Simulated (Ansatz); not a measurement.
# C4H9Br: a ladder of functionals and wavefunction methods

Aim: compute C4H9Br with functionals from several rungs and with coupled cluster. The yardstick is the atomisation energy at the CCSD(T) limit.

The runs use Ansatz 0.2.0, Gaussian basis; functionals in def2-TZVPP, the program's frozen cores in correlated methods.

Plan: LDA (SPW92), PBE-D4, revPBE-D4, BLYP-D4, r2SCAN-D4, B97M-V, PBE0-D4, B3LYP-D4, r2SCANh-D4, r2SCAN0-D4, HSE06-D4, BHLYP-D4, CAM-B3LYP-D4, LC-ωPBE, ωB97X-V, ωB97M-V, B2PLYP, PBE-QIDH; CCSD(T)/def2-SVP; CCSD(T)/def2-TZVPP; MP2/def2-QZVPP; extrapolation to the limit; RPA on PBE.

**1. The relaxed structure**

All runs share one geometry, relaxed beforehand with PBE0-D4 in a triple-zeta def2 set.

SMILES `CCC(C)Br`, 14 atoms, charge 0, spin multiplicity 1.

Atoms are counted from 1 here; the program's logs count them from 0.

Bond lengths: C1–C2 1.516 Å, C1–H6 1.092 Å, C1–H7 1.091 Å, C1–H8 1.094 Å, C2–C3 1.514 Å, C2–H9 1.098 Å, C2–H10 1.095 Å, C3–C4 1.509 Å, C3–Br5 1.972 Å, C3–H11 1.091 Å, C4–H12 1.095 Å, C4–H13 1.092 Å, C4–H14 1.090 Å. Angles: C2–C1–H6 110.8°, C2–C1–H7 111.1°, C2–C1–H8 111.1°, H6–C1–H7 108.1°, H6–C1–H8 107.8°, H7–C1–H8 107.8°, C1–C2–C3 114.9°, C1–C2–H9 109.5°, C1–C2–H10 110.6°, C3–C2–H9 106.2°, C3–C2–H10 108.9°, H9–C2–H10 106.3°, C2–C3–C4 113.4°, C2–C3–Br5 110.2°, C2–C3–H11 110.3°, C4–C3–Br5 108.6°, C4–C3–H11 110.8°, Br5–C3–H11 103.0° and more.

**2. LDA**

This LDA is Slater exchange with PW92 correlation.

Contents of in.yaml:

```yaml
crystal:
  periodic: [false, false, false]
  atoms:
    - {symbol: C, position_ang: [-0.993306, 1.673525, 0.123777]}
    - {symbol: C, position_ang: [0.103717, 0.659160, 0.381673]}
    - {symbol: C, position_ang: [-0.072244, -0.665560, -0.329000]}
    - {symbol: C, position_ang: [0.962256, -1.694121, 0.057142]}
    - {symbol: Br, position_ang: [-0.001777, -0.403286, -2.282049]}
    - {symbol: H, position_ang: [-0.826885, 2.581076, 0.707375]}
    - {symbol: H, position_ang: [-1.031708, 1.951506, -0.930883]}
    - {symbol: H, position_ang: [-1.972609, 1.273456, 0.400723]}
    - {symbol: H, position_ang: [0.145138, 0.428525, 1.454218]}
    - {symbol: H, position_ang: [1.081540, 1.074929, 0.118219]}
    - {symbol: H, position_ang: [-1.080785, -1.050775, -0.169294]}
    - {symbol: H, position_ang: [0.891286, -1.892739, 1.131457]}
    - {symbol: H, position_ang: [1.969757, -1.332173, -0.157672]}
    - {symbol: H, position_ang: [0.812919, -2.632623, -0.476786]}
basis:
  gaussian: {orbitals: def2-TZVPP}
hamiltonian: {xc: lda}
output: {orbitals: {seedname: orbitals}}
```

Started as:

```console
ansatz run in.yaml --threads 2 --pin off --events-out ev --progress --plain --max-ram 22528MiB --backend cuda --devices 0, --max-vram 18GiB
```

Further steps of the session: PBE-D4 (GGA); revPBE-D4 (GGA); BLYP-D4 (GGA); r2SCAN-D4 (meta-GGA); B97M-V (meta-GGA); PBE0-D4 (hybrid); B3LYP-D4 (hybrid); r2SCANh-D4 (hybrid); r2SCAN0-D4 (hybrid); HSE06-D4 (hybrid); BHLYP-D4 (hybrid); CAM-B3LYP-D4 (range-separated); LC-ωPBE (range-separated); ωB97X-V (range-separated); ωB97M-V (range-separated); B2PLYP (double hybrid); PBE-QIDH (double hybrid); CCSD(T) in def2-SVP; CCSD(T) in def2-TZVPP; MP2 in def2-QZVPP; RPA on PBE orbitals.

**Question.** What will the summary of the whole plan be? Wanted: atomisation energy, CCSD(T)/CBS; farthest beyond LDA; mean size of error, GGA; mean size of error, meta-GGA; mean size of error, hybrid; mean size of error, range-separated; mean size of error, double hybrid; gap, smallest and largest; T1 diagnostic.

The runs gave:

| quantity | value |
| --- | --- |
| atomisation energy, CCSD(T)/CBS | 5331.6 kJ/mol |
| functionals within 53.3 kJ/mol (1.0 %) | revPBE-D4, BLYP-D4, r2SCAN-D4, B97M-V, PBE0-D4, B3LYP-D4, r2SCANh-D4, r2SCAN0-D4, HSE06-D4, CAM-B3LYP-D4, LC-ωPBE, ωB97X-V, ωB97M-V, PBE-QIDH |
| farthest beyond LDA | BHLYP-D4 (-122.8 kJ/mol) |
| mean size of error, GGA | 51.5 kJ/mol |
| mean size of error, meta-GGA | 5.1 kJ/mol |
| mean size of error, hybrid | 40.9 kJ/mol |
| mean size of error, range-separated | 10.1 kJ/mol |
| mean size of error, double hybrid | 34.3 kJ/mol |
| gap, smallest and largest | 5.52 eV (LDA (SPW92)), 13.03 eV (LC-ωPBE) |
| T1 diagnostic | 0.0082 |
| triples share of the correlation energy | 3.7 % |

What this shows: The LDA atomisation energy is off by 706.3 kJ/mol (13 %): it overbinds. PBE-D4 misses by +86.4 kJ/mol. Double hybrids carry the basis error of their MP2 part in triple zeta, and no dispersion term here, so their miss is partly the set-up's. The rungs meta-GGA, range-separated, double hybrid, hybrid, GGA miss on average by less than the doubt on the reference (53.3 kJ/mol), so they tie. Misses under about 53.3 kJ/mol are within the doubt on the reference itself, which lacks core-valence correlation, relativity and higher excitations, and its outer-core shells are covered unevenly. All levels share the lack of spin-orbit coupling, which lowers the free heavy atoms and so the true binding. Hartree-Fock recovers 75 % of the binding; the rest is correlation. CCSD(T) in def2-SVP is off by -213.5 kJ/mol, more than most functionals: a good method in a small basis is no reference. Orbital gaps span 5.5 to 13.0 eV; exact exchange widens them. Correlated methods include outer-core shells of Br, which these sets cover unevenly.
